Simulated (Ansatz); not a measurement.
# C3H8AlClSi: the cost of one run

All numbers below are computed with Ansatz 0.2.0 (RKS PBE0-D4/def2-SVP).

## Step 1: The system as given

Bond lengths: C1–Si2 1.903 Å, Si2–C3 1.846 Å, Si2–Al4 2.335 Å, Si2–C5 1.854 Å, Al4–C5 1.917 Å, C5–Cl6 1.791 Å, C1–H7 1.072 Å, C1–H8 1.090 Å, C1–H9 1.159 Å, C3–H10 1.160 Å, C3–H11 1.092 Å, C3–H12 1.094 Å, Al4–H13 1.703 Å, C5–H14 1.107 Å. Angles (14 of 27 angles, heavy atoms first): C1–Si2–C3 117.1°, C1–Si2–Al4 122.0°, C1–Si2–C5 117.6°, C3–Si2–Al4 117.1°, C3–Si2–C5 113.6°, Al4–Si2–C5 53.0°, Si2–Al4–C5 50.6°, Si2–C5–Al4 76.5°, Si2–C5–Cl6 113.6°, Al4–C5–Cl6 114.7°, Si2–C1–H7 108.5°, Si2–C1–H8 107.3°, Si2–C1–H9 105.5°, Si2–C3–H10 108.5°.

Structure file:

```xyz
14

C    -0.1728   -1.7629    0.8424
Si    0.0610   -0.1452   -0.1318
C     1.6873    0.1046   -0.9697
Al   -1.7511    1.0864   -0.9380
C    -0.6465    1.4070    0.5952
Cl   -1.4608    1.1534    2.1699
H     0.0535   -2.5867    0.1941
H     0.4663   -1.7062    1.7235
H    -1.2809   -1.7624    1.1816
H     2.5209    0.1014   -0.1627
H     1.7163    1.0741   -1.4716
H     1.9166   -0.7125   -1.6606
H    -3.1059    1.4020   -1.9208
H    -0.0170    2.3179    0.5773
```

## Step 2: Relaxing end A

Input file input.yaml:

```yaml
crystal:
  periodic: [false, false, false]
  atoms:
    - { symbol: C, position_ang: [-0.1728, -1.7629, 0.8424] }
    - { symbol: Si, position_ang: [0.061, -0.1452, -0.1318] }
    - { symbol: C, position_ang: [1.6873, 0.1046, -0.9697] }
    - { symbol: Al, position_ang: [-1.7511, 1.0864, -0.938] }
    - { symbol: C, position_ang: [-0.6465, 1.407, 0.5952] }
    - { symbol: Cl, position_ang: [-1.4608, 1.1534, 2.1699] }
    - { symbol: H, position_ang: [0.0535, -2.5867, 0.1941] }
    - { symbol: H, position_ang: [0.4663, -1.7062, 1.7235] }
    - { symbol: H, position_ang: [-1.2809, -1.7624, 1.1816] }
    - { symbol: H, position_ang: [2.5209, 0.1014, -0.1627] }
    - { symbol: H, position_ang: [1.7163, 1.0741, -1.4716] }
    - { symbol: H, position_ang: [1.9166, -0.7125, -1.6606] }
    - { symbol: H, position_ang: [-3.1059, 1.402, -1.9208] }
    - { symbol: H, position_ang: [-0.017, 2.3179, 0.5773] }
basis:
  gaussian: { orbitals: def2-SVP }
hamiltonian:
  xc: pbe0
  dispersion: d4
relax:
  f_tol: 0.015
  max_steps: 40
```

On the command line:

```sh
$ ansatz run input.yaml --threads 2 --pin off --max-ram 3072MiB --backend cpu --events-out ev --progress --plain --runs-dir out
```

What time and memory should one allow on 2 threads of Intel Xeon Platinum 8488C (Sapphire Rapids), shared host?

About 1.7 min, with a peak of 0.4 GiB.
